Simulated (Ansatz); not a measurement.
# Sn: pressure against volume

The task here is to estimate one member of a computed series from the others.

Method: DFT PBEsol, scalar-relativistic, in Ansatz 0.2.0.

## The system as given

Symmetry: I4/mmm, No. 139, tetragonal system. Conventional cell: a = 3.182 Å, b = 3.182 Å, c = 5.831 Å, α = 90.00°, β = 90.00°, γ = 90.00°. Sn (site symmetry 4/mmm) is surrounded by 4 Sn at 3.18 Å.

Structure file:

```
CELL_PARAMETERS angstrom
-1.59075 1.59075 2.91565
1.59075 -1.59075 2.91565
1.59075 1.59075 -2.91565
ATOMIC_POSITIONS crystal
Sn 0.00000 0.00000 0.00000
```

Set-up of the first run:

The input, input.yaml:

```yaml
crystal:
  lattice:
    - [-1.5692507429, 1.5692507429, 2.8762444938]
    - [1.5692507429, -1.5692507429, 2.8762444938]
    - [1.5692507429, 1.5692507429, -2.8762444938]
  atoms:
    - { symbol: Sn, position: [0.0, 0.0, 0.0] }
kpoints:
  mp_grid: { grid: [15, 15, 18] }
  band_path:
    path:
      - [0.0, 0.0, 0.0]
      - [0.0, 0.0, 0.5]
      - [0.25, 0.25, 0.25]
      - [0.0, 0.5, 0.0]
      - [0.0, 0.0, 0.0]
      - [0.5, 0.5, -0.5]
      - [0.3244171604, 0.6755828396, -0.3244171604]
      - [-0.3244171604, 0.3244171604, 0.3244171604]
      - [0.0, 0.0, 0.0]
    npoints: 5
scf:
  occupations: { method: fermi_dirac, width: 0.08 }
hamiltonian:
  xc: pbesol
  pseudopotentials: { kind: all_electron, lapw: { basis_error: 0.00025 } }
output:
  forces: true
  stress: true
  eigenvalues: true
```

Command:

```
> ansatz run input.yaml --threads 1 --pin off --max-ram 3072MiB --backend cpu --events-out ev --progress --plain --runs-dir out
```

Steps of the session up to this table: Volume × 0.96, LAPW; Volume × 0.96, PAW; Volume × 0.96, crystal datasets; Volume × 0.99, LAPW; Volume × 0.99, PAW; Volume × 0.99, crystal datasets; Volume × 1.02, LAPW; Volume × 1.02, PAW; Volume × 1.02, crystal datasets; Volume × 1.06, LAPW; Volume × 1.06, PAW; Volume × 1.06, crystal datasets.

One table of the session follows, with a row left open; its other results are not shown here.

It belongs to the step «The equation of state». 

```
          method  volume (Å³/atom)  pressure (GPa)
            LAPW            28.332           -2.59
            LAPW            29.217           -3.76
            LAPW            30.102           -4.72
            LAPW            31.283           -5.74
             PAW            28.332               ?
             PAW            29.217           -3.76
             PAW            30.102           -4.73
             PAW            31.283           -5.75
crystal datasets            28.332           -2.59
crystal datasets            29.217           -3.76
crystal datasets            30.102           -4.72
crystal datasets            31.283           -5.74
```

**Question.** Estimate the row for PAW, 28.332.

As computed: pressure (GPa): -2.60. In the column «pressure (GPa)» it lies between crystal datasets, 29.217 (-3.76) and LAPW, 28.332 (-2.59).

Caveats from the session: Warnings in the runs' records: symmetry narrowed by mesh, gradients without spin orbit, crystal datasets made.
